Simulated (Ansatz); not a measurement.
Crystal: Mn2Al2Cu.

```
Cu Mn Al
1.0
    -1.36859    1.36859    8.51894
     1.36859   -1.36859    8.51894
     1.36859    1.36859   -8.51894
Cu Mn Al
1 2 2
Direct
  0.99079 0.99079 0.00000
  0.38791 0.38791 0.00000
  0.81335 0.81335 0.00000
  0.21755 0.21755 0.00000
  0.59040 0.59040 0.00000
```

The cell comes from a database or a generator and needn't be the stable form of this composition.

```yaml
Program: Ansatz 0.2.0
Task: single point
Functional: PBEsol
Potentials_or_basis: Ansatz PAW
Cutoff: "420 eV (not typed: the program's choice for these potentials)"
k_mesh: 13 × 13 × 13
Occupations: fermi-dirac, width 0.05 eV
Spin: collinear spin, ferromagnetic start
Starting_moments: "[0.6, 4.0, 4.0, 0.0, 0.0] μB"
```

On this cell: pressure -2.6 GPa; largest force 0.329 eV/Å; net moment 0.79 μB per cell; site moments Cu +0.02; Mn +1.17, -0.50; Al +0.02, +0.01 μB; band gap on the k mesh none (metal or under the smearing width).

The same run follows on a disturbed copy (atoms moved at random, drawn with an rms of 0.05 Å):

```xyz
5
Lattice="-1.3686 1.3686 8.5189 1.3686 -1.3686 8.5189 1.3686 1.3686 -8.5189" Properties=species:S:1:pos:R:3 pbc="T T T"
Cu   -0.0039    0.0345   16.8357
Mn    0.0115    0.0155    6.5660
Mn   -0.0438    0.0069   13.8036
Al    0.0405   -0.0198    3.7016
Al   -0.0168   -0.0434   10.0321
```

**Question.** What does the disturbed cell give?

**Answer.** The energy (extrapolated to zero smearing) moves by +8.3 meV/atom; pressure -2.0 GPa; largest force 0.736 eV/Å; net moment 0.85 μB per cell; site moments Cu +0.02; Mn +1.22, -0.49; Al +0.01 μB; band gap on the k mesh none (metal or under the smearing width).

Forces on the atoms (eV/Å):
```
Cu  -0.013 -0.174 -0.052
Mn  -0.300 -0.030  0.294
Mn   0.630 -0.058  0.376
Al  -0.381  0.099 -0.291
Al   0.065  0.163 -0.327
```

Stress tensor (GPa, compression positive):
```
-1.80 -0.03  0.54
-0.03 -1.71 -0.27
 0.54 -0.27 -2.44
```

Caveats: the PAW data sets come from PBE, with cores solved anew for the run's functional, which leaves a small shift of forces and pressure; the starting moments weren't kept.
